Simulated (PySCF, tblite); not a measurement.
# C4H8SSe+ (doublet): geometry, infrared bands and EPR parameters

What infrared bands and EPR parameters should C4H8SSe+ (doublet) (`C=C([S+]C)[Se]C`) show?

The runs use tblite 0.8.0 and PySCF 2.14.0, with density-fitted response routines of our own; the level of theory stands in each step. All values are computed, except where a source is named. Atoms count from 0, in the outputs and in this text.

### 1 The molecule as given

14 atoms, charge 1, multiplicity 2; geometry from: force field or distance geometry start.

Bonds of the start (Å): C0–C1 1.31, C1–S2 1.78, S2–C3 1.80, C1–Se4 1.94, Se4–C5 1.95, C0–H6 1.10, C0–H7 1.09, C3–H8 1.11, C3–H9 1.10, C3–H10 1.14, C5–H11 1.13, C5–H12 1.12, C5–H13 1.12.

### 2 Geometry optimisation with GFN2-xTB

The job: settings as JSON, then the geometry in Å.

```
{"job": {"kind": "relax", "xc": "GFN2-xTB", "basis": "xTB"}, "charge": 1, "multiplicity": 2}
C     -0.638100     1.858500    -0.472000
C      0.090300     0.767300    -0.386800
S     -0.541500    -0.865700    -0.074300
C     -2.329400    -0.938400     0.089600
Se     2.012100     0.929000    -0.570700
C      2.768000    -0.614900     0.357600
H     -1.736400     1.854900    -0.373200
H     -0.113000     2.799600    -0.653100
H     -2.736900    -0.142500     0.750000
H     -2.790400    -0.955600    -0.909900
H     -2.622100    -1.939000     0.552500
H      2.599900    -0.488500     1.466800
H      2.181800    -1.525100     0.083400
H      3.855000    -0.740200     0.117900
```

Command:

```console
$ OMP_NUM_THREADS=1 python probes_run.py task.json out
```

The driver reads the jobs from task.json and runs them one after another.

**Question.** This job is followed by: GFN2-xTB harmonic vibrations, gas phase; UKS B3LYP, def2-TZVP-core on Se, pcH-1 on C H S, non-relativistic, mean-field spin-orbit, GIAO. What will the session give for the following? strongest single infrared mode (GFN2-xTB); zero-point energy (GFN2-xTB); g(iso) (B3LYP); ⟨S²⟩; largest a(iso) (averaged by class).

As calculated:

| quantity | value |
| --- | --- |
| strongest single infrared mode (GFN2-xTB) | 875 cm⁻¹, 34 km/mol |
| zero-point energy (GFN2-xTB) | 65.4 kcal/mol |
| g(iso) (B3LYP) | 2.03107 |
| ⟨S²⟩ | 0.763 (exact 0.75) |
| largest a(iso) (averaged by class) | 13C on C0, 43.5 MHz |

Over 88 steps the energy fell by 0.400 eV; of the close pairs, C3–H10 changed most, 1.141 to 1.087 Å. All 36 modes are real, so the xTB geometry is a minimum. Unscaled tight-binding wavenumbers are off by several per cent, some by more. Its intensities can rank the bands wrongly. The largest spin populations lie on C0 (0.56 e), Se4 (0.42 e). The isotropic g lies 28.7 ppt above the free-electron value. The hyperfine terms hold no scalar relativity, which the heavier nuclei need.
